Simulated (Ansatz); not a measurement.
Relaxation of a periodic cell of 23 atoms, Ti₈O₁₄F (host TiO2, host structure P4_2/mnm, dopant F, one O atom removed), cell charge -2, to a largest force component of 0.03 eV/Å in at most 60 steps.

These are results of Ansatz, DFT PBE-D3(BJ), scalar-relativistic, plane waves, PAW, not measurements. Settings: PAW set soft_1, cutoff 420 eV, k mesh 2x2x2, gaussian smearing 0.02 eV, spin collinear.

```xyz
23
Lattice="-4.5937 -4.5937 0.0000 4.5937 -4.5937 0.0000 0.0000 0.0000 5.9162" Properties=species:S:1:pos:R:3
Ti 0.000 -4.594 0.000
Ti 2.297 -2.297 1.479
O 1.402 -3.191 0.000
O 0.894 -0.894 1.479
O -1.402 -5.996 0.000
O 3.699 -3.699 1.479
Ti 0.000 -4.594 2.958
Ti 2.297 -2.297 4.437
O 1.402 -3.191 2.958
O 0.894 -0.894 4.437
O -1.402 -5.996 2.958
O 3.699 -3.699 4.437
Ti 0.000 0.000 0.000
Ti -2.297 -2.297 1.479
O 0.894 -5.488 1.479
F -3.191 -3.191 0.000
O -0.894 -3.699 1.479
Ti 0.000 0.000 2.958
Ti -2.297 -2.297 4.437
O -3.191 -3.191 2.958
O 0.894 -5.488 4.437
O -1.402 -1.402 2.958
O -0.894 -3.699 4.437
```

Problem. Where does it end, and by what steps?

Solution. The run converged. Limits of this set-up: coarse k mesh, a small cell, in which the defect meets its images, charged cell in a uniform background, uncorrected. After 6 steps the energy has fallen by 1.051 eV; Ti13 moved furthest, 0.36 Å.

```json
{"step": "0", "energy less start (eV)": "0.0000", "largest force component (eV/Å)": "2.421", "accepted": "yes"}
{"step": "1", "energy less start (eV)": "-0.6887", "largest force component (eV/Å)": "1.117", "accepted": "yes"}
{"step": "2", "energy less start (eV)": "-1.0032", "largest force component (eV/Å)": "0.369", "accepted": "yes"}
{"step": "3", "energy less start (eV)": "-1.0104", "largest force component (eV/Å)": "0.627", "accepted": "yes"}
{"step": "4", "energy less start (eV)": "-1.0467", "largest force component (eV/Å)": "0.130", "accepted": "yes"}
{"step": "5", "energy less start (eV)": "-1.0508", "largest force component (eV/Å)": "0.043", "accepted": "yes"}
{"step": "6", "energy less start (eV)": "-1.0514", "largest force component (eV/Å)": "0.016", "accepted": "yes"}
```

```xyz
23
Lattice="-4.5937 -4.5937 0.0000 4.5937 -4.5937 0.0000 0.0000 0.0000 5.9162" Properties=species:S:1:pos:R:3
Ti 0.016 -4.578 0.000
Ti 2.308 -2.286 1.473
O 1.387 -3.207 0.000
O 0.864 -0.936 1.431
O -1.368 -5.961 0.000
O 3.657 -3.729 1.431
Ti 0.022 -4.572 2.958
Ti 2.308 -2.286 4.443
O 1.390 -3.204 2.958
O 0.864 -0.936 4.485
O -1.365 -5.959 2.958
O 3.657 -3.729 4.485
Ti -0.254 -0.254 0.000
Ti -2.244 -2.244 1.556
O 0.957 -5.507 1.464
F -3.170 -3.170 0.000
O -0.913 -3.637 1.464
Ti 0.042 0.042 2.958
Ti -2.244 -2.244 4.360
O -3.221 -3.221 2.958
O 0.957 -5.507 4.453
O -1.336 -1.336 2.958
O -0.913 -3.637 4.453
```

The run took 100 s on 4 threads of Arm Neoverse V2, on a shared host, peak memory 1.1 GiB.
